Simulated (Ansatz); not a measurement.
# ZrSn3O8: the cell at several levels of theory, part 2 of 3

The system is ZrSn3O8, rutile host, a generated structure that needn't be the ground state.

Ansatz 0.2.0, plane waves. The steps go on from the part before.

### Step 3. Relaxation with r2SCAN

The cell of step 2 is the starting point.

The input, input.yaml:

```yaml
crystal:
  lattice:
    - [3.4372298639, -3.4216002335, 0.0]
    - [3.4372298639, 3.4216002335, 0.0]
    - [0.0, 0.0, 6.4972732581]
  atoms:
    - { symbol: Sn, position: [0.5, 0.5, 0.0] }
    - { symbol: Sn, position: [0.0, 0.0, 0.7509799737] }
    - { symbol: O, position: [0.194770277, 0.194770277, 0.0] }
    - { symbol: O, position: [0.805229723, 0.805229723, 0.0] }
    - { symbol: O, position: [0.6946438603, 0.3053561397, 0.7511994812] }
    - { symbol: O, position: [0.3053561397, 0.6946438603, 0.7511994812] }
    - { symbol: Zr, position: [0.5, 0.5, 0.5] }
    - { symbol: Sn, position: [0.0, 0.0, 0.2490200263] }
    - { symbol: O, position: [0.1924176169, 0.1924176169, 0.5] }
    - { symbol: O, position: [0.8075823831, 0.8075823831, 0.5] }
    - { symbol: O, position: [0.6946438603, 0.3053561397, 0.2488005188] }
    - { symbol: O, position: [0.3053561397, 0.6946438603, 0.2488005188] }
kpoints:
  mp_grid: { grid: [6, 6, 4] }
hamiltonian:
  xc: r2scan
scf:
  occupations: { method: fermi_dirac, width: 0.02 }
relax:
  f_tol: 0.005
  cell: {}
```

What it wrote:

```text
Engine: ansatz 0.2.0, x86_64-unknown-linux-gnu
Pseudopotentials: kind: paw
Pseudopotential: Sn, paw, valence charge 14, recommended cutoff 500 eV (meta_gga), Sn.paw.azcp
Pseudopotential: O, paw, valence charge 6, recommended cutoff 500 eV (meta_gga), O.paw.azcp
Pseudopotential: Zr, paw, valence charge 12, recommended cutoff 500 eV (meta_gga), Zr.paw.azcp
Functional definition: r2SCAN
  parameter k0 = 0.174
  parameter k1 = 0.065
  parameter a1 = 4.9479
  exchange = r2scan_x(k0 = k0, k1 = k1, a1 = a1)
  correlation = r2scan_c
Crystal: 12 atoms, lattice volume = 152.827 Å³
Basis set: ecut = 500 eV, 3871 PW (Γ), exchange–correlation on 144×144×192 points (64 copies of the dense FFT grid, shifted against one another)
Bands: 63, of which v1, the nominal top of the filled ones, is band 51 counted from 1 (50 counted from 0)
Symmetry: 8 space group operations
Space group: Cmmm (ITA 65), of the structure as read, at distance tolerance 5.3e-5 Å
k-points: 39 of 144
Non-local potential: Sn, projectors of the file, l = 0: 2, l = 1: 2, l = 2: 2, l = 3: 2
Non-local potential: O, projectors of the file, l = 0: 2, l = 1: 2, l = 2: 1
Non-local potential: Zr, projectors of the file, l = 0: 3, l = 1: 2, l = 2: 2, l = 3: 2
PAW form: soft (Blöchl's): semilocal exchange-correlation on the pseudo side does not see the compensation charge
PAW frozen core: Sn, regenerated for the run's functional (the file was generated under x = pbe(κ = 0.804, μ = 0.2195149727645171), c = pbe(β = 0.06672455060314922))
PAW frozen core: O, regenerated for the run's functional (the file was generated under x = pbe(κ = 0.804, μ = 0.2195149727645171), c = pbe(β = 0.06672455060314922))
PAW frozen core: Zr, regenerated for the run's functional (the file was generated under x = pbe(κ = 0.804, μ = 0.2195149727645171), c = pbe(β = 0.06672455060314922))
PAW one-centre angular grid: Sn, 590 points (default); XC on 249 of its mesh's 2787 points in the sphere
PAW one-centre angular grid: O, 302 points (default); XC on 160 Gauss nodes
PAW one-centre angular grid: Zr, 590 points (default); XC on 160 Gauss nodes
Initial density: superposition of atomic densities (neutral atoms: chi_scale 0, normalization atom), corrected by the library's trained network
Initial wavefunctions: pseudopotential atomic-orbital guess
Functional: x = r2scan, c = r2scan; τ floored in thin density (d = 2e-4 eV/Å³)
SCF iter   1: F=—  HF=-26866.163911 eV  |F-HF|=—  |Δ(HF+E_count)|=         —  Δρ=1.19e-2  dr2=2.26e-1  dr2_τ=5.40e-1  ethr=1.77e-3  ⟨swp⟩=6.1  Hψ=9721  notcnv=0  defer=1
preconditioner: auto → Resta (q_TF=auto, 2.550 Å⁻¹)  ε∞=3.4  [insulator: Δε(μ)=2.439 eV  Ē_g=19.264 eV  σ=0.020 eV  W_gap=1.00  n_scr=36 (ndim 8)  ℏωp=30.0 eV  f_vac=0.034  D(μ)=0.00/eV (n_scr^D=0)  ε∞_Penn≈3.4]
SCF iter   2: F=—  HF=-26866.321236 eV  |F-HF|=—  |Δ(HF+E_count)|=   1.57e-1  Δρ=6.40e-3  dr2=3.35e-2  dr2_τ=5.97e-3  ethr=2.21e-4  ⟨swp⟩=3.0  Hψ=4372  notcnv=0  defer=234
SCF iter   3: F=—  HF=-26866.319489 eV  |F-HF|=—  |Δ(HF+E_count)|=   1.75e-3  Δρ=2.20e-3  dr2=5.24e-3  dr2_τ=5.13e-4  ethr=3.29e-5  ⟨swp⟩=2.4  Hψ=4465  notcnv=0  defer=78
automatic band count: iteration 3 solves 59 bands in place of 63: the levels show a gap, and the empty bands left out lie too high to hold charge; the band table lists the bands solved (type scf.n_extra_bands for more)
SCF iter   4: F=—  HF=-26866.319352 eV  |F-HF|=—  |Δ(HF+E_count)|=   1.37e-4  Δρ=7.00e-4  dr2=6.12e-4  dr2_τ=1.15e-4  ethr=5.14e-6  ⟨swp⟩=2.0  Hψ=3347  notcnv=0  defer=78
SCF iter   5: F=—  HF=-26866.319144 eV  |F-HF|=—  |Δ(HF+E_count)|=   2.08e-4  Δρ=2.04e-4  dr2=5.46e-5  dr2_τ=9.31e-6  ethr=6.00e-7  ⟨swp⟩=2.0  Hψ=3435  notcnv=0  defer=78
SCF iter   6: F=—  HF=-26866.319422 eV  |F-HF|=—  |Δ(HF+E_count)|=   2.79e-4  Δρ=6.58e-5  dr2=7.11e-6  dr2_τ=6.38e-7  ethr=5.36e-8  ⟨swp⟩=2.0  Hψ=3339  notcnv=0  defer=78
SCF iter   7: F=—  HF=-26866.319424 eV  |F-HF|=—  |Δ(HF+E_count)|=   1.53e-6  Δρ=3.50e-5  dr2=1.58e-6  dr2_τ=2.26e-7  ethr=6.97e-9  ⟨swp⟩=2.0  Hψ=3988  notcnv=0  defer=78
SCF iter   8: F=—  HF=-26866.319424 eV  |F-HF|=—  |Δ(HF+E_count)|=   2.32e-7  Δρ=8.84e-6  dr2=1.16e-7  dr2_τ=1.17e-8  ethr=1.55e-9  ⟨swp⟩=2.0  Hψ=3426  notcnv=0  defer=78
SCF iter   9: F=-26866.319424 eV  HF=-26866.319424 eV  |F-HF|=1.11e-9  |Δ(HF+E_count)|=   3.80e-8  Δρ=2.77e-6  dr2=9.79e-9  dr2_τ=1.17e-9  ethr=9.80e-11  ⟨swp⟩=5.0  Hψ=8002  notcnv=0
SCF 1 converged in 9 iterations: F = -26866.319424 eV  dr2 = 9.79e-9
relax step   1: F+E_penalty+E_count = -26866.31942365 eV  Δ(F+E_penalty+E_count) = +0.000e0 eV  max|allowed force component| = 2.677e-1 eV/Å  Δτ_max = 0.0000 Å  P = -6.478 GPa  Ω = 152.827 Å³  (9 SCF iters, dr2 threshold 1.00e-7 eV, accepted)
Crystal: 12 atoms, lattice volume = 147.372 Å³
Basis set: ecut = 500 eV, 3743 PW (Γ), exchange–correlation on 144×144×192 points (64 copies of the dense FFT grid, shifted against one another)
Initial density: handed on by an earlier stage of this run
Initial wavefunctions: those handed on with the density
iter 1 solved again at ethr=4.44e-5 eV; its pass at ethr=3.10e-3 eV (dr2=4.53e-2 eV) is discarded
SCF iter   1: F=—  HF=-26866.365376 eV  |F-HF|=—  |Δ(HF+E_count)|=         —  Δρ=5.84e-3  dr2=4.33e-2  dr2_τ=1.21e-1  ethr=4.44e-5  ⟨swp⟩=3.1  Hψ=12272  notcnv=0
automatic band count: iteration 1 solves 59 bands in place of 63: the levels show a gap, and the empty bands left out lie too high to hold charge; the band table lists the bands solved (type scf.n_extra_bands for more)
preconditioner: auto → Resta (q_TF=auto, 2.566 Å⁻¹)  ε∞=3.8  [insulator: Δε(μ)=2.759 eV  Ē_g=18.294 eV  σ=0.020 eV  W_gap=1.00  n_scr=36 (ndim 8)  ℏωp=30.6 eV  f_vac=0.021  D(μ)=0.00/eV (n_scr^D=0)  ε∞_Penn≈3.8]
SCF iter   2: F=—  HF=-26866.434603 eV  |F-HF|=—  |Δ(HF+E_count)|=   6.92e-2  Δρ=2.35e-3  dr2=8.14e-3  dr2_τ=5.60e-4  ethr=4.24e-5  ⟨swp⟩=3.2  Hψ=4225  notcnv=0
SCF iter   3: F=—  HF=-26866.434030 eV  |F-HF|=—  |Δ(HF+E_count)|=   5.73e-4  Δρ=7.65e-4  dr2=7.52e-4  dr2_τ=8.78e-5  ethr=7.98e-6  ⟨swp⟩=2.6  Hψ=3966  notcnv=0
SCF iter   4: F=—  HF=-26866.434102 eV  |F-HF|=—  |Δ(HF+E_count)|=   7.20e-5  Δρ=3.93e-4  dr2=2.04e-4  dr2_τ=2.95e-5  ethr=7.37e-7  ⟨swp⟩=2.0  Hψ=3407  notcnv=0
SCF iter   5: F=—  HF=-26866.434074 eV  |F-HF|=—  |Δ(HF+E_count)|=   2.82e-5  Δρ=1.12e-4  dr2=1.90e-5  dr2_τ=2.46e-6  ethr=2.00e-7  ⟨swp⟩=2.0  Hψ=3526  notcnv=0
SCF iter   6: F=—  HF=-26866.434075 eV  |F-HF|=—  |Δ(HF+E_count)|=   1.09e-6  Δρ=3.69e-5  dr2=1.83e-6  dr2_τ=1.44e-7  ethr=1.86e-8  ⟨swp⟩=2.0  Hψ=3747  notcnv=0
SCF iter   7: F=-26866.434075 eV  HF=-26866.434075 eV  |F-HF|=4.07e-8  |Δ(HF+E_count)|=   5.54e-8  Δρ=1.53e-5  dr2=2.64e-7  dr2_τ=3.43e-8  ethr=1.18e-9  ⟨swp⟩=5.0  Hψ=8236  notcnv=0
SCF 2 converged in 7 iterations: F = -26866.434075 eV  dr2 = 2.64e-7
relax step   2: F+E_penalty+E_count = -26866.43407478 eV  Δ(F+E_penalty+E_count) = -1.147e-1 eV  max|allowed force component| = 6.048e-2 eV/Å  Δτ_max = 0.0115 Å  P = +0.634 GPa  Ω = 147.372 Å³  energy of the carried Pulay correction = +2.823e-3 eV  (7 SCF iters, dr2 threshold 1.20e-6 eV, accepted)
Crystal: 12 atoms, lattice volume = 147.774 Å³
Basis set: ecut = 500 eV, 3759 PW (Γ), exchange–correlation on 144×144×192 points (64 copies of the dense FFT grid, shifted against one another)
iter 1 solved again at ethr=6.16e-7 eV; its pass at ethr=3.10e-3 eV (dr2=6.29e-4 eV) is discarded
SCF iter   1: F=—  HF=-26866.434927 eV  |F-HF|=—  |Δ(HF+E_count)|=         —  Δρ=5.42e-4  dr2=6.36e-4  dr2_τ=1.84e-3  ethr=6.16e-7  ⟨swp⟩=2.4  Hψ=11625  notcnv=0
automatic band count: iteration 1 solves 59 bands in place of 63: the levels show a gap, and the empty bands left out lie too high to hold charge; the band table lists the bands solved (type scf.n_extra_bands for more)
preconditioner: auto → Resta (q_TF=auto, 2.565 Å⁻¹)  ε∞=3.8  [insulator: Δε(μ)=2.727 eV  Ē_g=18.242 eV  σ=0.020 eV  W_gap=1.00  n_scr=36 (ndim 8)  ℏωp=30.5 eV  f_vac=0.029  D(μ)=0.00/eV (n_scr^D=0)  ε∞_Penn≈3.8]
SCF iter   2: F=—  HF=-26866.435378 eV  |F-HF|=—  |Δ(HF+E_count)|=   4.51e-4  Δρ=2.63e-4  dr2=1.37e-4  dr2_τ=6.56e-6  ethr=6.16e-7  ⟨swp⟩=2.0  Hψ=3398  notcnv=0
SCF iter   3: F=—  HF=-26866.435352 eV  |F-HF|=—  |Δ(HF+E_count)|=   2.62e-5  Δρ=1.19e-4  dr2=1.76e-5  dr2_τ=3.42e-6  ethr=1.34e-7  ⟨swp⟩=2.0  Hψ=3420  notcnv=0
SCF iter   4: F=—  HF=-26866.435349 eV  |F-HF|=—  |Δ(HF+E_count)|=   2.68e-6  Δρ=3.56e-5  dr2=1.84e-6  dr2_τ=1.54e-7  ethr=1.73e-8  ⟨swp⟩=2.0  Hψ=3277  notcnv=0
SCF iter   5: F=-26866.435349 eV  HF=-26866.435349 eV  |F-HF|=8.59e-10  |Δ(HF+E_count)|=   7.27e-8  Δρ=8.07e-6  dr2=1.41e-7  dr2_τ=9.11e-9  ethr=1.18e-9  ⟨swp⟩=4.9  Hψ=7894  notcnv=0
SCF 3 converged in 5 iterations: F = -26866.435349 eV  dr2 = 1.41e-7
relax step   3: F+E_penalty+E_count = -26866.43534904 eV  Δ(F+E_penalty+E_count) = -1.274e-3 eV  max|allowed force component| = 2.357e-2 eV/Å  Δτ_max = 0.0024 Å  P = -0.022 GPa  Ω = 147.774 Å³  energy of the carried Pulay correction = +2.611e-3 eV  (5 SCF iters, dr2 threshold 1.20e-6 eV, accepted)
[... 10 lines left out ...]
relax step   4: F+E_penalty+E_count = -26866.43547311 eV  Δ(F+E_penalty+E_count) = -1.241e-4 eV  max|allowed force component| = 1.362e-2 eV/Å  Δτ_max = 0.0007 Å  P = -0.032 GPa  Ω = 147.756 Å³  energy of the carried Pulay correction = +2.620e-3 eV  (5 SCF iters, dr2 threshold 5.16e-8 eV, accepted)
[... 10 lines left out ...]
relax step   5: F+E_penalty+E_count = -26866.43551573 eV  Δ(F+E_penalty+E_count) = -4.262e-5 eV  max|allowed force component| = 7.431e-4 eV/Å  Δτ_max = 0.0006 Å  P = +0.001 GPa  Ω = 147.720 Å³  energy of the carried Pulay correction = +2.639e-3 eV  (5 SCF iters, dr2 threshold 1.16e-8 eV, accepted)
Initial wavefunctions: pseudopotential atomic-orbital guess (no wavefunctions were taken with the density)
iter 1 solved again at ethr=9.21e-8 eV; its pass at ethr=3.10e-3 eV (dr2=9.39e-5 eV) is discarded
SCF iter   1: F=—  HF=-26866.432189 eV  |F-HF|=—  |Δ(HF+E_count)|=         —  Δρ=1.05e-4  dr2=1.55e-6  dr2_τ=7.70e-6  ethr=9.21e-8  ⟨swp⟩=3.6  Hψ=17428  notcnv=0
preconditioner: auto → Resta (q_TF=auto, 2.565 Å⁻¹)  ε∞=3.5  [insulator: Δε(μ)=2.729 eV  Ē_g=19.430 eV  σ=0.020 eV  W_gap=1.00  n_scr=36 (ndim 8)  ℏωp=30.6 eV  f_vac=0.028  D(μ)=0.00/eV (n_scr^D=0)  ε∞_Penn≈3.5]
SCF iter   2: F=—  HF=-26866.432706 eV  |F-HF|=—  |Δ(HF+E_count)|=   5.17e-4  Δρ=5.48e-5  dr2=4.37e-7  dr2_τ=5.30e-7  ethr=1.52e-9  ⟨swp⟩=2.1  Hψ=3576  notcnv=0
SCF iter   3: F=—  HF=-26866.432707 eV  |F-HF|=—  |Δ(HF+E_count)|=   8.72e-7  Δρ=6.70e-6  dr2=4.61e-8  dr2_τ=1.14e-8  ethr=4.28e-10  ⟨swp⟩=2.0  Hψ=4440  notcnv=0
SCF iter   4: F=—  HF=-26866.432707 eV  |F-HF|=—  |Δ(HF+E_count)|=   8.83e-9  Δρ=1.11e-6  dr2=1.17e-9  dr2_τ=2.56e-10  ethr=4.52e-11  ⟨swp⟩=2.0  Hψ=3461  notcnv=0
SCF iter   5: F=—  HF=-26866.432707 eV  |F-HF|=—  |Δ(HF+E_count)|=  5.20e-10  Δρ=3.71e-7  dr2=1.22e-10  dr2_τ=2.80e-11  ethr=1.00e-12  ⟨swp⟩=5.9  Hψ=10375  notcnv=0
SCF iter   6: F=-26866.432707 eV  HF=-26866.432707 eV  |F-HF|=1.46e-11  |Δ(HF+E_count)|=  2.29e-10  Δρ=1.45e-7  dr2=2.89e-11  dr2_τ=4.61e-12  ethr=1.00e-12  ⟨swp⟩=5.0  Hψ=8795  notcnv=0
SCF 6 converged in 6 iterations: F = -26866.432707 eV  dr2 = 2.89e-11
relax step   6: F+E_penalty+E_count = -26866.43270719 eV  Δ(F+E_penalty+E_count) = +2.809e-3 eV  max|allowed force component| = 7.230e-4 eV/Å  Δτ_max = 0.0000 Å  P = +0.014 GPa  Ω = 147.720 Å³  stress off target by 2.19e-2 GPa  SCF on the basis re-selected at this cell (its energy is not comparable with the rows above)  (6 SCF iters)
basis re-selected at this cell: Δ(F+E_penalty+E_count) = +2.809e-3 eV, ΔP = +0.013 GPa vs the last step (what re-selecting the basis moved, of the pressure what is left beyond the Pulay correction that the steps carried, after the strain that the cell walked since its last selection, with what the two solves' SCF thresholds leave and, on support functions, any second-order correction that the steps lacked; it is no measure of the basis error at this ecutwfc). This SCF's stress stands 2.19e-2 GPa from its target on what of the cell is left free (relax.cell.stress_tol is 5.00e-2 GPa) and its largest allowed force component is 7.23e-4 eV/Å (relax.f_tol is 5.00e-3 eV/Å): within both
SCF converged after 6 iterations
Free energy (F): -26866.432707 eV
Harris-Foulkes:  -26866.432707 eV  (|F-HF|=1.46e-11)
Internal energy: -26866.432707 eV  (E = F + TS)
E sigma→0 (E₀):  -26866.432707 eV
Fermi energy:    10.173837 eV
--- Per-component energies (eV) ---
  E_band       = -397.146834
  E_kinetic    = 2316.158874
  E_local      = -5766.433763  (includes V_loc(G=0)·N_el)
  E_nonlocal   = 366.368099
  E_hartree    = 2744.807505
  E_xc         = -1858.346085
  E_vxc        = -1359.464774  (∫ρ·V_xc dr)
  E_paw        = -16768.688702  (= ΣΔE_a)
  E_vpaw       = -1528.554809  (= ΣTr[D̂ρ^β])
  E_aug_tail   = 0.008124  (compensation charges beyond the density's cutoff)
  E_vtau       = 85.156316  (kinetic-family band-sum trace: ∫τ·v_τ [+ j·A + Jᵃ·Aᵃ] dr)
  E_ewald      = -7902.092449
  E_core_change = 1.785691  (= ΣΔE_core)
  E_smearing   = -0.000000  (= −TS)
  E_closure    = -0.000000  (closes the sum)
  Σ components = -26866.432707   (vs F -26866.432707, Δ=0.00e0)
--- Forces (eV/Å), atoms counted from 1 ---
  atom   1  Sn     0.00000000     0.00000000     0.00000000
  atom   2  Sn     0.00000000     0.00000000     0.00072303
  atom   3  O      0.00069176     0.00000000     0.00000000
  atom   4  O     -0.00069176     0.00000000     0.00000000
  atom   5  O     -0.00000000    -0.00013971    -0.00041597
  atom   6  O      0.00000000     0.00013971    -0.00041597
  atom   7  Zr     0.00000000     0.00000000     0.00000000
  atom   8  Sn     0.00000000     0.00000000    -0.00072303
  atom   9  O     -0.00054039     0.00000000     0.00000000
  atom  10  O      0.00054039     0.00000000     0.00000000
  atom  11  O      0.00000000    -0.00013971     0.00041597
  atom  12  O      0.00000000     0.00013971     0.00041597
  max |Σ_I F_I| component: 2.17e-19 eV/Å
--- Stress (GPa, compression-positive) ---
        0.021893       0.000000       0.000000
        0.000000       0.006436       0.000000
        0.000000       0.000000       0.013187
  P = ⅓ Tr σ = 0.0138 GPa (0.138 kbar)
--- Band table (eV; the first three rows and the last of 39) ---
  k-point 0: bands = ["-40.3184", "-17.9753", "-17.8235", "-17.7765", "-12.7360", "-12.5683", "-12.3221", "-12.0921", "-12.0118", "-11.7731", "-11.7526", "-11.7110", "-11.6387", "-11.6235", "-11.6175", "-11.5889", "-11.5818", "-11.5401", "-11.5269", "-10.5971", "-9.3905", "-8.8859", "-8.7542", "-8.4815", "-8.3268", "-7.5413", "-7.3098", "0.8838", "1.9635", "3.7082", "4.5394", "4.6714", "4.7419", "5.0614", "5.1756", "5.2981", "5.3141", "5.9649", "6.0268", "6.2099", "6.8859", "7.0035", "7.0307", "7.1423", "7.5593", "7.5813", "7.5987", "7.6963", "8.1043", "8.1210", "8.8092", "11.5382", "12.9120", "14.6044", "14.6315", "15.6153", "15.8335", "16.4077", "17.4197", "17.5235", "18.2262", "19.3677", "19.6302"]
  k-point 1: bands = ["-40.3184", "-17.9818", "-17.8249", "-17.7765", "-12.6738", "-12.4753", "-12.2942", "-12.1980", "-11.9228", "-11.9053", "-11.7558", "-11.6980", "-11.6370", "-11.6278", "-11.6045", "-11.5939", "-11.5855", "-11.5785", "-11.5402", "-10.4813", "-9.6527", "-9.0129", "-8.6616", "-8.4422", "-8.0820", "-7.4896", "-7.4555", "0.8575", "2.0492", "3.8099", "4.6647", "4.8326", "4.8765", "4.9223", "5.1304", "5.2861", "5.4077", "5.4982", "6.0040", "6.4491", "6.6235", "6.7787", "6.9096", "7.1045", "7.2248", "7.6863", "7.7404", "7.9068", "8.0304", "8.1803", "8.6828", "12.2059", "13.1263", "14.5977", "14.6078", "15.2118", "16.4003", "16.5173", "16.8432", "17.5269", "18.9458", "19.0236", "19.4816"]
  k-point 2: bands = ["-40.3184", "-17.9883", "-17.8262", "-17.7766", "-12.5838", "-12.3059", "-12.2652", "-12.2568", "-12.1812", "-11.8538", "-11.6888", "-11.6877", "-11.6835", "-11.6350", "-11.6289", "-11.5977", "-11.5767", "-11.5756", "-11.5693", "-10.1941", "-10.0640", "-9.1801", "-8.4191", "-8.3384", "-7.9297", "-7.7737", "-7.3765", "0.8391", "2.1184", "4.0702", "4.4480", "4.6152", "5.0128", "5.2525", "5.2810", "5.5560", "5.5824", "5.6327", "5.6521", "5.9546", "6.1151", "6.2999", "7.0099", "7.1182", "7.2428", "7.7607", "7.8379", "8.0842", "8.1903", "8.2752", "8.3447", "13.1345", "13.2903", "14.4989", "14.5849", "14.5908", "16.4634", "16.4938", "17.5421", "18.0012", "18.1508", "18.9607", "19.0073"]
  k-point 38: bands = ["-40.3181", "-17.9849", "-17.8341", "-17.7886", "-12.3787", "-12.3231", "-12.2833", "-12.2740", "-12.2684", "-12.1854", "-11.6927", "-11.6854", "-11.6678", "-11.6303", "-11.6076", "-11.5922", "-11.5916", "-11.5772", "-11.5699", "-9.8282", "-9.2732", "-8.9835", "-8.4633", "-8.4459", "-8.4273", "-8.0059", "-7.8310", "1.6136", "2.0569", "2.6887", "4.1618", "4.1730", "4.5955", "5.0778", "5.3358", "5.5143", "5.5449", "5.6355", "6.2415", "6.5227", "6.8120", "7.3050", "7.3476", "7.3613", "7.3685", "7.8955", "7.9083", "7.9358", "7.9820", "8.0554", "8.1173", "13.4801", "14.1446", "14.3719", "14.4056", "14.4848", "15.0297", "16.9375", "18.3341", "18.3713", "18.3985", "18.9933", "19.5561"]
--- Relaxed structure (5 steps of the walk, 5 accepted, 1 SCFs on fresh bases) ---
  F+E_penalty+E_count = -26866.43270719 eV   max|allowed force component| = 7.230e-4 eV/Å   (the final SCF, on the basis selected at the relaxed cell)
  cell:  # Å, volume = 147.7198 Å³
    - [3.3960895542816596, -3.379742036046055, 0.0]
    - [3.3960895542816596, 3.379742036046055, 0.0]
    - [0.0, 0.0, 6.43496469838747]
  atoms:
    - { symbol: Sn, position: [0.5000000000000001, 0.5000000000000001, 0.0] }
    - { symbol: Sn, position: [-1.1806482374224753e-20, 1.4599343810805134e-20, 0.7515779944119729] }
    - { symbol: O, position: [0.19534757994930763, 0.19534757994930763, 0.0] }
    - { symbol: O, position: [0.8046524200506925, 0.8046524200506925, 0.0] }
    - { symbol: O, position: [0.6957696819239989, 0.3042303180760013, 0.7530271435112273] }
    - { symbol: O, position: [0.3042303180760013, 0.6957696819239989, 0.7530271435112273] }
    - { symbol: Zr, position: [0.5000000000000001, 0.5000000000000001, 0.5000000000000001] }
    - { symbol: Sn, position: [-1.1806482374224768e-20, 1.459934381080512e-20, 0.24842200558802738] }
    - { symbol: O, position: [0.1914936866551551, 0.1914936866551551, 0.5000000000000001] }
    - { symbol: O, position: [0.8085063133448448, 0.8085063133448448, 0.5000000000000001] }
    - { symbol: O, position: [0.6957696819239989, 0.3042303180760013, 0.24697285648877296] }
    - { symbol: O, position: [0.3042303180760013, 0.6957696819239989, 0.24697285648877296] }
```

It took 31 s on 1 × NVIDIA H100 80GB HBM3 with 2 threads of AMD EPYC 7R13 (Zen 3), shared host; peak host memory 1.2 GiB.

The path of the relaxation:

```tsv
step	energy change (meV/atom)	largest force (eV/Å)	pressure (GPa)	volume (Å³/atom)
1	0.0	0.2677	-6.48	12.736
2	-9.6	0.0605	0.63	12.281
3	-9.7	0.0236	-0.02	12.314
4	-9.7	0.0136	-0.03	12.313
5	-9.7	0.0007	0.00	12.310
6	-9.4	0.0007	0.01	12.310
```

Step 6 solves the same cell on a plane-wave basis chosen anew, so the energy can jump there without a move.

The table lists every geometry solved, with passes on a fresh basis, whose energies don't compare exactly with the rows above.

|  | before | after | change |
| --- | --- | --- | --- |
| a (Å) | 6.843 | 6.759 | -1.22 % |
| b (Å) | 6.874 | 6.792 | -1.20 % |
| c (Å) | 6.497 | 6.435 | -0.96 % |
| volume (Å³/atom) | 12.736 | 12.310 | -3.34 % |
| shortest distance (Å) | 2.090 | 2.056 | -1.59 % |
| space group | Cmmm | Cmmm | same |

(Continued in part 3 of 3.)
